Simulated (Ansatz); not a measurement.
# Cl2GeH2: the cost of one run

Program: Ansatz 0.2.0. Level of theory: RKS BLYP/def2-SVP. These are calculated values, not measurements.

## Step 1: The system as given

Bond lengths: Ge1–H2 1.750 Å, Ge1–H3 1.750 Å, Ge1–Cl4 2.218 Å, Ge1–Cl5 2.218 Å. Angles: H2–Ge1–H3 33.5°, H2–Ge1–Cl4 123.5°, H2–Ge1–Cl5 123.5°, H3–Ge1–Cl4 123.6°, H3–Ge1–Cl5 123.6°, Cl4–Ge1–Cl5 109.5°.

As a file:

```xyz
5

Ge    0.0000    0.0000    0.0000
H     1.0763    0.0000    1.3798
H     1.6596    0.0000    0.5553
Cl   -1.0456    1.8115   -0.7393
Cl   -1.0456   -1.8115   -0.7393
```

## Step 2: A restrained relaxation towards end A

Springs on the bonds that form and break draw the guess towards this end; the thresholds are loose.

File input.yaml:

```yaml
crystal:
  periodic: [false, false, false]
  atoms:
    - { symbol: Ge, position_ang: [0.0, 0.0, 0.0] }
    - { symbol: H, position_ang: [1.0763, 0.0, 1.3798] }
    - { symbol: H, position_ang: [1.6596, 0.0, 0.5553] }
    - { symbol: Cl, position_ang: [-1.0456, 1.8115, -0.7393] }
    - { symbol: Cl, position_ang: [-1.0456, -1.8115, -0.7393] }
basis:
  gaussian: { orbitals: def2-SVP }
hamiltonian:
  xc: blyp
relax:
  f_tol: 0.15
  max_steps: 25
  restrain:
    - { distance: [1, 2], at: 1.86, k: 30.0 }
    - { distance: [0, 1], at: 1.55, k: 30.0 }
    - { distance: [0, 2], at: 1.55, k: 30.0 }
```

The run is started by

```bash
ansatz run input.yaml --threads 1 --pin off --max-ram 2048MiB --backend cpu --events-out ev --progress --plain --runs-dir out
```

Q: Estimate wall time and peak memory on 1 thread of Intel Xeon Platinum 8488C (Sapphire Rapids), shared host.

About 8.5 s, with a peak of 0.16 GiB.
